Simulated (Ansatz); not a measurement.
# interstitial Cu in Si: hop to the nearest equivalent void, part 2 of 2

How high is the barrier for the hop to the nearest equivalent void? Relax the two ends, then run a nudged elastic band between them. The host cell (diamond) has 16 atoms, cell charge +1; the extra atom is the last.

Ansatz 0.2.0; DFT PBE, plane waves, PAW, scalar-relativistic, no spin polarisation.

### 4 The output, continued: end point B relaxed

The log, continued:

```text
relax step   9: F+E_penalty+E_count = -16802.55752640 eV  Δ(F+E_penalty+E_count) = -6.271e-3 eV  max|allowed force component| = 2.421e-2 eV/Å  Δτ_max = 0.0572 Å  (6 SCF iters, dr2 threshold 3.64e-6 eV, accepted)
preconditioner: auto → Resta (q_TF=auto, 2.174 Å⁻¹)  ε∞=6.2  [insulator: Δε(μ)=0.332 eV  Ē_g=7.798 eV  σ=0.050 eV  W_gap=1.00  n_scr=58 (ndim 8)  ℏωp=17.9 eV  f_vac=0.000  D(μ)=0.00/eV (n_scr^D=0)  ε∞_Penn≈6.2]
relax step  10: F+E_penalty+E_count = -16802.55752646 eV  Δ(F+E_penalty+E_count) = -6.397e-8 eV  max|allowed force component| = 2.423e-2 eV/Å  Δτ_max = 0.0000 Å  (6 SCF iters, accepted)
NSCF: frozen V_eff on 8 k-points
the band table was solved once a step of the walk had ended and its energy, with any forces and stress, was formed, with the checks that follow a solve (2754 applications of the Hamiltonian). They found nothing against the state; the energy, forces and stress were not computed again (output.eigenvalues in the input reference)
Free energy (F): -16802.557526 eV
Harris-Foulkes:  -16802.557526 eV  (|F-HF|=1.82e-11)
Internal energy: -16802.557526 eV  (E = F + TS)
E sigma→0 (E₀):  -16802.557526 eV
Entropy (-TS):   -0.000000 eV (-0.000 meV/atom)
Fermi energy:    7.089102 eV
--- Per-component energies (eV) ---
[...]
  E_band       = -445.332080
  E_kinetic    = 910.006370
  E_local      = -8306.457910  (includes V_loc(G=0)·N_el)
  E_nonlocal   = 1252.844571
  E_hartree    = 3655.551980
  E_xc         = -964.527743
  E_vxc        = -843.356782  (∫ρ·V_xc dr)
  E_paw        = -10001.885845  (= ΣΔE_a)
  E_vpaw       = -769.473921  (= ΣTr[D̂ρ^β])
  E_aug_tail   = 0.001560  (compensation charges beyond the density's cutoff)
  E_ewald      = -3348.090509
  E_smearing   = -0.000000  (= −TS)
  E_closure    = -0.000000  (closes the sum)
  E_deformation_potential = 13.381798  (in the stress; not in F)
  Σ components = -16802.557526   (vs F -16802.557526, Δ=0.00e0)
--- Forces (eV/Å), atoms counted from 1 ---
  atom   1  Si     0.00117365    -0.00235533    -0.00295462
  atom   2  Si     0.02021719     0.00783813     0.00505617
  atom   3  Si    -0.01665836     0.00302439     0.00711164
  atom   4  Si     0.01756522     0.01050866    -0.00011955
  atom   5  Si    -0.02025060     0.00262855     0.00215923
  atom   6  Si     0.01741647    -0.00070532     0.00890174
  atom   7  Si    -0.00605994     0.00071587     0.00036470
  atom   8  Si     0.01239991    -0.00072092    -0.00030709
  atom   9  Si    -0.00917449    -0.02422850    -0.02177869
  atom  10  Si    -0.00827549     0.00748132     0.00662027
  atom  11  Si     0.00069779    -0.00766874    -0.00449221
  atom  12  Si     0.00817357     0.01710444     0.01021723
  atom  13  Si     0.00008975    -0.00453862    -0.00439432
  atom  14  Si     0.00849582     0.00982636     0.01865488
  atom  15  Si    -0.01815336    -0.01094604    -0.00927053
  atom  16  Si    -0.01765475    -0.00460286    -0.00473074
  atom  17  Cu     0.00999766    -0.00336117    -0.01103786
  max |Σ_I F_I| component: 2.55e-7 eV/Å
--- Band table (eV; the first three rows and the last of 8) ---
  k-point 0: bands = ["-106.3648", "-63.8160", "-63.7206", "-63.7127", "-5.1850", "-2.8383", "-2.7938", "-2.7645", "-2.7629", "-1.3407", "-1.0205", "-0.9985", "-0.9959", "-0.9562", "-0.9560", "-0.3924", "-0.0782", "-0.0752", "-0.0472", "2.9753", "2.9811", "3.0516", "3.1333", "3.1372", "3.8349", "3.9154", "3.9251", "4.1329", "4.2159", "4.2177", "5.7705", "5.7841", "5.7914", "5.7947", "5.8419", "5.8436", "6.2208", "6.2293", "6.4410", "6.9147", "6.9221", "7.2539", "7.7102", "7.7123", "7.7415", "7.7475", "7.7548", "8.3864", "8.4442", "8.4553", "8.4618", "9.1754", "9.4646", "9.4755", "9.9513", "9.9557", "10.0130", "10.2244"]
  k-point 1: bands = ["-106.3648", "-63.8160", "-63.7206", "-63.7127", "-4.5206", "-4.2202", "-2.5885", "-2.5537", "-2.4609", "-2.3269", "-2.2905", "-2.2420", "0.0657", "0.3381", "0.4070", "0.4183", "0.4803", "0.5531", "2.3221", "2.6082", "2.6719", "2.7117", "3.0258", "3.1351", "3.1493", "3.2993", "3.3392", "3.3664", "3.9064", "3.9565", "4.0934", "4.5727", "4.5957", "4.8235", "4.8671", "5.0760", "5.1042", "6.2051", "6.2514", "6.3521", "6.4402", "7.6605", "8.1852", "8.3971", "8.4323", "8.5965", "8.6269", "8.8940", "8.9689", "10.1418", "10.2194", "10.5090", "10.6293", "10.9407", "11.2024", "11.3444", "11.3951", "11.4498"]
  k-point 2: bands = ["-106.3648", "-63.8160", "-63.7206", "-63.7127", "-4.5191", "-4.2218", "-2.5896", "-2.5542", "-2.4599", "-2.3268", "-2.2903", "-2.2424", "0.0680", "0.3371", "0.4106", "0.4185", "0.4788", "0.5540", "2.3113", "2.6083", "2.6734", "2.7125", "3.0253", "3.1304", "3.1471", "3.3028", "3.3412", "3.3667", "3.9081", "3.9565", "4.0999", "4.5727", "4.5982", "4.8264", "4.8654", "5.0775", "5.1045", "6.2038", "6.2534", "6.3498", "6.4290", "7.6629", "8.1893", "8.3969", "8.4301", "8.5948", "8.6222", "8.8957", "8.9676", "10.1489", "10.2238", "10.5079", "10.6332", "10.9493", "11.1943", "11.3450", "11.3942", "11.4487"]
  k-point 7: bands = ["-106.3648", "-63.8160", "-63.7206", "-63.7127", "-4.4800", "-4.2733", "-2.6247", "-2.4768", "-2.4737", "-2.3216", "-2.2714", "-2.2697", "0.0106", "0.3079", "0.3158", "0.4958", "0.5700", "0.5719", "2.2364", "2.6625", "2.6661", "2.6667", "2.9862", "2.9960", "3.0366", "3.3961", "3.4765", "3.4788", "4.0382", "4.0487", "4.1694", "4.5261", "4.5337", "4.7025", "4.8541", "5.1032", "5.1039", "6.1811", "6.1872", "6.3764", "6.3860", "7.5227", "8.3406", "8.4418", "8.4499", "8.5325", "8.5402", "8.9353", "8.9726", "10.3204", "10.3261", "10.4902", "10.4971", "10.9404", "11.1045", "11.3664", "11.3679", "11.4968"]
--- Relaxed structure (10 steps of the walk, 9 accepted, 0 SCFs on fresh bases) ---
  F+E_penalty+E_count = -16802.55752646 eV   max|allowed force component| = 2.423e-2 eV/Å
  atoms:
    - { symbol: Si, position: [0.004789163940308435, 0.0037325458656461514, 0.004303300175963665] }
    - { symbol: Si, position: [0.12929989673696438, 0.12821300139993355, 0.12876013682669907] }
    - { symbol: Si, position: [0.005306709668895929, 0.005577534547273969, 0.5019203685013127] }
    - { symbol: Si, position: [0.12761596449643703, 0.12732905420433133, 0.6323245236524186] }
    - { symbol: Si, position: [0.005844417874930952, 0.5013312030554724, 0.005900824921798886] }
    - { symbol: Si, position: [0.12800864787554778, 0.6317202879777513, 0.12777139863429676] }
    - { symbol: Si, position: [-0.006971688491103745, 0.4997712498601089, 0.5002078882537895] }
    - { symbol: Si, position: [0.12172241063070838, 0.6293471684341636, 0.6298682908325558] }
    - { symbol: Si, position: [0.5023876240999449, 0.006171139169702994, 0.005952356925365054] }
    - { symbol: Si, position: [0.632768102990813, 0.12799871053237882, 0.1280727282963416] }
    - { symbol: Si, position: [0.5000575515227207, -0.007241782904070487, 0.5003819488326213] }
    - { symbol: Si, position: [0.6292517029679303, 0.12120109570489945, 0.6300663895349405] }
    - { symbol: Si, position: [0.5004724895671676, 0.500342189262828, -0.007591756661826099] }
    - { symbol: Si, position: [0.6299887274259894, 0.630283551316319, 0.11986276381380834] }
    - { symbol: Si, position: [0.48998903017997947, 0.48969884109969236, 0.48849155399256033] }
    - { symbol: Si, position: [0.6130918618557238, 0.6131417877062414, 0.6130866074374401] }
    - { symbol: Cu, position: [0.7389331566570418, 0.7371715827673275, 0.7344514860299144] }
```

Run time: 76 s. Hardware: 1 thread of Arm Neoverse V2, shared host; peak memory 0.56 GiB.

Relaxation path:

```tsv
step	energy from step 1 (eV/cell)	largest force component (eV/Å)
1	0.0000	0.6502
2	-0.0996	0.2072
3	-0.1087	0.0504
4x	-0.1007	0.3099
5	-0.1175	0.1213
6	-0.1241	0.1973
7	-0.1327	0.1109
8	-0.1357	0.1073
9	-0.1420	0.0242
10	-0.1420	0.0242
```

Step 1 is the start. Step 10 solves the same geometry again. 1 step was tried and not accepted (4; marked x where the table lists them).

The atom that moved most is Si16, by 0.22 Å.

### 5 The band

crystal.atoms is end A as relaxed above, and neb.final_atoms is end B. With 3 inner images the band has 5 in all.

Input file input.yaml:

```yaml
crystal:
  lattice:
    - [0.0, 5.43, 5.43]
    - [5.43, 0.0, 5.43]
    - [5.43, 5.43, 0.0]
  atoms:
    - { symbol: Si, position: [0.01245467, 0.01295029, -0.03807426] }
    - { symbol: Si, position: [0.12503519, 0.12468167, 0.11785614] }
    - { symbol: Si, position: [-0.0047169, -0.00512274, 0.50611446] }
    - { symbol: Si, position: [0.13636759, 0.1376698, 0.59056948] }
    - { symbol: Si, position: [-0.00780753, 0.4970187, 0.01403585] }
    - { symbol: Si, position: [0.12424064, 0.63319336, 0.11821041] }
    - { symbol: Si, position: [-0.00599809, 0.50616703, 0.50584857] }
    - { symbol: Si, position: [0.12301353, 0.61916934, 0.63962603] }
    - { symbol: Si, position: [0.49734325, -0.00847563, 0.01370384] }
    - { symbol: Si, position: [0.63276019, 0.12455166, 0.11764485] }
    - { symbol: Si, position: [0.5047693, -0.00544096, 0.5057079] }
    - { symbol: Si, position: [0.61946141, 0.12225354, 0.63927938] }
    - { symbol: Si, position: [0.49657667, 0.49691867, 0.01399757] }
    - { symbol: Si, position: [0.62030838, 0.61951966, 0.13966189] }
    - { symbol: Si, position: [0.49585859, 0.49525472, 0.51291402] }
    - { symbol: Si, position: [0.61838569, 0.61890225, 0.63967568] }
    - { symbol: Cu, position: [0.88872983, 0.89099735, 0.33320101] }
total_charge: 1
basis:
  ecutwfc: 420.0
kpoints:
  mp_grid: { grid: [2, 2, 2] }
hamiltonian:
  xc: pbe
  pseudopotentials: { kind: paw, azcp: { folder: soft_1 } }
scf:
  occupations: { method: gaussian, width: 0.05 }
  lower_state_search: "off"
neb:
  images: 3
  f_tol: 0.05
  initial_path: idpp
  max_iterations: 49
  spring: 10.0
  final_atoms:
    - { symbol: Si, position: [0.00478916, 0.00373255, 0.0043033] }
    - { symbol: Si, position: [0.1292999, 0.128213, 0.12876014] }
    - { symbol: Si, position: [0.00530671, 0.00557753, 0.50192037] }
    - { symbol: Si, position: [0.12761596, 0.12732905, 0.63232452] }
    - { symbol: Si, position: [0.00584442, 0.5013312, 0.00590082] }
    - { symbol: Si, position: [0.12800865, 0.63172029, 0.1277714] }
    - { symbol: Si, position: [-0.00697169, 0.49977125, 0.50020789] }
    - { symbol: Si, position: [0.12172241, 0.62934717, 0.62986829] }
    - { symbol: Si, position: [0.50238762, 0.00617114, 0.00595236] }
    - { symbol: Si, position: [0.6327681, 0.12799871, 0.12807273] }
    - { symbol: Si, position: [0.50005755, -0.00724178, 0.50038195] }
    - { symbol: Si, position: [0.6292517, 0.1212011, 0.63006639] }
    - { symbol: Si, position: [0.50047249, 0.50034219, -0.00759176] }
    - { symbol: Si, position: [0.62998873, 0.63028355, 0.11986276] }
    - { symbol: Si, position: [0.48998903, 0.48969884, 0.48849155] }
    - { symbol: Si, position: [0.61309186, 0.61314179, 0.61308661] }
    - { symbol: Cu, position: [0.73893316, 0.73717158, 0.73445149] }
  order_check: true
```

Started as:

```sh
$ ansatz run input.yaml --threads 1 --pin off --max-ram 3072MiB --backend cpu --events-out ev --progress --plain --runs-dir out
```

Log, shortened:

```text
Warning: neb: disabling space-group detection — the band's intermediate images generally break the endpoint symmetry, so no spatial operation reduces the k-mesh or symmetrises the density, except that a semilocal band can use its path's symmetry ahead of convergence; time reversal is [...]
Warning: RAYON_NUM_THREADS=1 ignored (pool sized by the plan → 1); use --threads N
[...]
Pseudopotentials: kind: paw
Pseudopotential: Si, paw, valence charge 4, recommended cutoff 420 eV (normal), <dir>
Pseudopotential: Cu, paw, valence charge 19, recommended cutoff 420 eV (normal), <dir>
Functional definition: PBE
[...]
NEB iter   7: max|band force component| = 1.357e0 eV/Å  barrier→ = 0.0195 eV  barrier← = 0.0188 eV  CI = image 3  Δτ_max = 0.0734 Å  (23 SCF iters)
[...]
NEB iter  10: max|band force component| = 9.170e-2 eV/Å  barrier→ = 0.0487 eV  barrier← = 0.0480 eV  CI = image 3  Δτ_max = 0.0681 Å  (22 SCF iters)
[...]
NEB iter  12: max|band force component| = 5.811e-1 eV/Å  barrier→ = 0.2025 eV  barrier← = 0.2018 eV  CI = image 3  Δτ_max = 0.0482 Å  (21 SCF iters)
NEB iter  13: max|band force component| = 2.277e-1 eV/Å  barrier→ = 0.0812 eV  barrier← = 0.0805 eV  CI = image 3  Δτ_max = 0.0545 Å  (21 SCF iters)
```

### 6 The output, continued: band between the two ends

The log, continued, shortened:

```text
NEB iter  14: max|band force component| = 6.106e-2 eV/Å  barrier→ = 0.0449 eV  barrier← = 0.0441 eV  CI = image 3  Δτ_max = 0.0331 Å  (19 SCF iters)
NEB iter  15: max|band force component| = 3.540e-2 eV/Å  barrier→ = 0.0428 eV  barrier← = 0.0420 eV  CI = image 3  Δτ_max = 0.0069 Å  (19 SCF iters)
[...]
    - { symbol: Si, position: [0.49653976726941834, 0.4990543290164647, -0.003017302923922549] }
    - { symbol: Si, position: [0.6376953738227409, 0.6336923014904503, 0.09436619087136466] }
    - { symbol: Si, position: [0.50591966777324, 0.5135907905129025, 0.4665342347037983] }
    - { symbol: Si, position: [0.6186481147498666, 0.6120510219398645, 0.6260243016446692] }
    - { symbol: Cu, position: [0.8103692937651694, 0.8101545742667875, 0.5686983265943493] }
```

Run time: 12 min. Hardware: 1 thread of Arm Neoverse V2, shared host; peak memory 0.81 GiB.

### 7 Images and barrier

Images 0 and 4 are the ends. Energies count from image 0; the path length is the program's own measure over all atoms.

```tsv
image	path (Å)	energy (eV)	Cu17 x y z (Å)	band force (eV/Å)
0	0.000	0.0000	6.65 6.64 9.66	-
1	0.722	0.0018	6.89 6.95 9.68	0.014
2	1.445	-0.0012	7.06 7.11 9.23	0.039
3*	2.170	0.0424	7.49 7.49 8.80	0.014
4	3.370	0.0008	7.99 8.00 8.02	-
```

The star marks the climbing image.

image, energy (eV) and a bar:
```
        0      0.000 #
        1      0.002 ##
        2     -0.001 
        3      0.042 ##############################
        4      0.001 #
```

How the highest energy settled:

```tsv
iteration	highest image above image 0 (eV)	largest band force (eV/Å)
1	0.5456	1.067
3	0.0653	0.381
5	0.0211	0.122
7	0.0195	1.357
9	0.0457	0.072
11	0.0471	0.049
13	0.0812	0.228
15	0.0428	0.035
16	0.0424	0.039
```

Positions of all images (Å):

```xyz
17
Lattice="0.000 5.430 5.430 5.430 0.000 5.430 5.430 5.430 0.000" Properties=species:S:1:pos:R:3 pbc="T T T" image=0 dE=0.0000
Si   -0.136   -0.139    0.138
Si    1.317    1.319    1.356
Si    2.720    2.723   -0.053
Si    3.954    3.947    1.488
Si    2.775    0.034    2.656
Si    4.080    1.317    4.113
Si    5.495    2.714    2.716
Si    6.835    4.141    4.030
Si    0.028    2.775    2.655
Si    1.315    4.075    4.112
Si    2.716    5.487    2.711
Si    4.135    6.835    4.028
Si    2.774    2.772    5.395
Si    4.122    4.127    6.732
Si    5.474    5.478    5.382
Si    6.834    6.831    6.718
Cu    6.647    6.635    9.664
17
Lattice="0.000 5.430 5.430 5.430 0.000 5.430 5.430 5.430 0.000" Properties=species:S:1:pos:R:3 pbc="T T T" image=1 dE=0.0018
Si    0.002   -0.011   -0.047
Si    1.421    1.404    1.344
Si    2.866    2.863    0.109
Si    4.177    4.209    1.485
Si    2.727   -0.049    2.626
Si    4.048    1.319    4.004
Si    5.456    2.681    2.678
Si    6.859    4.088    4.078
Si   -0.033    2.701    2.635
Si    1.326    4.027    4.018
Si    2.652    5.471    2.705
Si    4.081    6.852    4.087
Si    2.709    2.689    5.347
Si    4.064    4.039    6.699
Si    5.403    5.399    5.357
Si    6.768    6.776    6.683
Cu    6.887    6.952    9.682
17
Lattice="0.000 5.430 5.430 5.430 0.000 5.430 5.430 5.430 0.000" Properties=species:S:1:pos:R:3 pbc="T T T" image=2 dE=-0.0012
Si    0.142    0.127   -0.141
Si    1.426    1.417    1.369
Si    2.813    2.794    0.065
Si    4.201    4.260    1.224
Si    2.714   -0.005    2.715
Si    4.061    1.416    4.003
Si    5.363    2.796    2.616
Si    6.777    4.118    4.080
Si    0.007    2.687    2.723
Si    1.413    4.045    4.015
Si    2.773    5.389    2.658
Si    4.122    6.773    4.109
Si    2.707    2.687    5.423
Si    4.029    4.013    6.831
Si    5.378    5.348    5.482
Si    6.749    6.774    6.738
Cu    7.065    7.109    9.226
17
Lattice="0.000 5.430 5.430 5.430 0.000 5.430 5.430 5.430 0.000" Properties=species:S:1:pos:R:3 pbc="T T T" image=3 dE=0.0424
Si    0.152    0.134   -0.155
Si    1.414    1.430    1.342
Si    2.814    2.782    0.065
Si    4.215    4.258    1.213
Si    2.684    0.049    2.744
Si    4.086    1.430    4.014
Si    5.363    2.781    2.613
Si    6.760    4.154    4.099
Si    0.022    2.680    2.734
Si    1.423    4.062    4.005
Si    2.778    5.386    2.650
Si    4.174    6.759    4.135
Si    2.693    2.680    5.406
Si    3.953    3.975    6.904
Si    5.322    5.280    5.536
Si    6.723    6.759    6.683
Cu    7.487    7.488    8.799
17
Lattice="0.000 5.430 5.430 5.430 0.000 5.430 5.430 5.430 0.000" Properties=species:S:1:pos:R:3 pbc="T T T" image=4 dE=0.0008
Si    0.044    0.049    0.046
Si    1.395    1.401    1.398
Si    2.756    2.754    0.059
Si    4.125    4.126    1.384
Si    2.754    0.064    2.754
Si    4.124    1.389    4.125
Si    5.430    2.678    2.676
Si    6.838    4.081    4.078
Si    0.066    2.760    2.761
Si    1.390    4.131    4.131
Si    2.678    5.432    2.676
Si    4.079    6.838    4.075
Si    2.676    2.676    5.434
Si    4.073    4.072    6.843
Si    5.312    5.313    5.320
Si    6.658    6.658    6.658
Cu    7.991    8.000    8.015
```

### 8 The band again, with other settings

crystal.atoms is end A as relaxed above, and neb.final_atoms is end B. With 6 inner images the band has 8 in all.

Changes to input.yaml since step 5:

```diff
@@ -35,7 +35,7 @@
 neb:
-  images: 3
+  images: 6
   f_tol: 0.05
-  initial_path: idpp
-  max_iterations: 49
-  spring: 10.0
+  max_iterations: 22
+  order_check: false
+  climbing: immediate
   final_atoms:
@@ -58,2 +58 @@
     - { symbol: Cu, position: [0.73893316, 0.73717158, 0.73445149] }
-  order_check: true
```

Started as:

```sh
$ ansatz run input.yaml --threads 1 --pin off --max-ram 3072MiB --backend cpu --events-out ev --progress --plain --runs-dir out
```

Log, shortened:

```text
Warning: neb: disabling space-group detection — the band's intermediate images generally break the endpoint symmetry, so no spatial operation reduces the k-mesh or symmetrises the density, except that a semilocal band can use its path's symmetry ahead of convergence; time reversal is [...]
Warning: RAYON_NUM_THREADS=1 ignored (pool sized by the plan → 1); use --threads N
[...]
Pseudopotentials: kind: paw
Pseudopotential: Si, paw, valence charge 4, recommended cutoff 420 eV (normal), <dir>
Pseudopotential: Cu, paw, valence charge 19, recommended cutoff 420 eV (normal), <dir>
Functional definition: PBE
[...]
NEB end point (image 0): max|allowed force component| = 1.787e-2 eV/Å (the criterion of neb.relax_end_points is 1.000e-2)
NEB end point (image 7): max|allowed force component| = 2.423e-2 eV/Å (the criterion of neb.relax_end_points is 1.000e-2)
NEB image 1
[...]
SCF iter   3: F=—  HF=-16802.486317 eV  |F-HF|=—  |Δ(HF+E_count)|=   5.91e-1  Δρ=1.63e-2  dr2=8.29e-1  ethr=3.10e-3  ⟨swp⟩=2.0  Hψ=876  notcnv=0  defer=70
[...]
NEB image 2
[...]
NEB image 3
[...]
NEB image 4
[...]
NEB image 5
[...]
NEB image 6
[...]
NEB iter   1: max|band force component| = 2.034e0 eV/Å  barrier→ = 0.6669 eV  barrier← = 0.6661 eV  CI = image 4  Δτ_max = 0.1389 Å  (75 SCF iters)
NEB image 1
[...]
NEB image 2
[...]
NEB image 3
[...]
NEB image 4
```

### 9 More of the same log: band between the two ends

The log, continued, shortened:

```text
[...]
NEB image 5
[...]
NEB image 6
[...]
NEB iter   2: max|band force component| = 8.613e-1 eV/Å  barrier→ = 0.2278 eV  barrier← = 0.2271 eV  CI = image 4  Δτ_max = 0.1928 Å  (49 SCF iters)
[...]
NEB iter   4: max|band force component| = 8.506e-2 eV/Å  barrier→ = 0.0491 eV  barrier← = 0.0484 eV  CI = image 4  Δτ_max = 0.0263 Å  (42 SCF iters)
[...]
    - { symbol: Si, position: [0.499717355825128, 0.4991341810373118, -0.007683659173856605] }
    - { symbol: Si, position: [0.6365128097901405, 0.6370078670746986, 0.09061327804191788] }
    - { symbol: Si, position: [0.5113684555232576, 0.5103511982043154, 0.4625847885512062] }
    - { symbol: Si, position: [0.6165687855069212, 0.6171765005247242, 0.6213655793924491] }
    - { symbol: Cu, position: [0.8115928523647065, 0.811459184886514, 0.5654046460274492] }
```

It took 4.4 min on 1 thread of Arm Neoverse V2, shared host; peak memory 0.92 GiB.

### 10 The band, image by image

Images 0 and 7 are the ends. Energies count from image 0; the path length is the program's own measure over all atoms.

```tsv
image	path (Å)	energy (eV)	Cu17 x y z (Å)	band force (eV/Å)
0	0.000	0.0000	6.65 6.64 9.66	-
1	0.464	0.0343	6.78 6.77 9.49	0.019
2	0.927	0.0094	6.98 6.98 9.30	0.013
3	1.391	0.0051	7.21 7.21 9.08	0.027
4*	1.854	0.0470	7.48 7.48 8.81	0.028
5	2.276	0.0078	7.70 7.70 8.55	0.030
6	2.698	-0.0001	7.87 7.88 8.28	0.018
7	3.120	0.0008	7.99 8.00 8.02	-
```

The star marks the climbing image.

image, energy (eV) and a bar:
```
        0      0.000 
        1      0.034 ######################
        2      0.009 ######
        3      0.005 ###
        4      0.047 ##############################
        5      0.008 #####
        6      0.000 
        7      0.001 #
```

### 11 Outcome

What follows sums up all 2 parts.

| quantity | value |
| --- | --- |
| end A | 9 moves, 0.139 eV lower |
| end B | 7 moves, 0.142 eV lower |
| first band: barrier forwards | 0.042 eV |
| first band: barrier backwards | 0.042 eV |
| first band: second end relative to first | +0.001 eV |
| first band: highest image | 3 of 0 to 4, climbing |
| first band: band iterations | 16 |
| first band: lowest curvatures at the top | -0.26 and 0.99 eV/Å² |
| second band | top 0.047 eV above image 0, 5 iterations, 6 inner images |
| time, first and second band | 12 min and 4.4 min |

In words: In the first band: the top lies 0.042 eV above the first end, or 1.6 kT at room temperature. The ends differ by 1 meV at most. One curvature at the top is negative and the next is not: a first-order saddle point. The second band's top lies 5 meV above the first's, so the changed settings hardly move the height. The value is not shown to be converged in cell size (17 atoms) or k-mesh. The charged cell sits in a uniform background, with no correction for images.
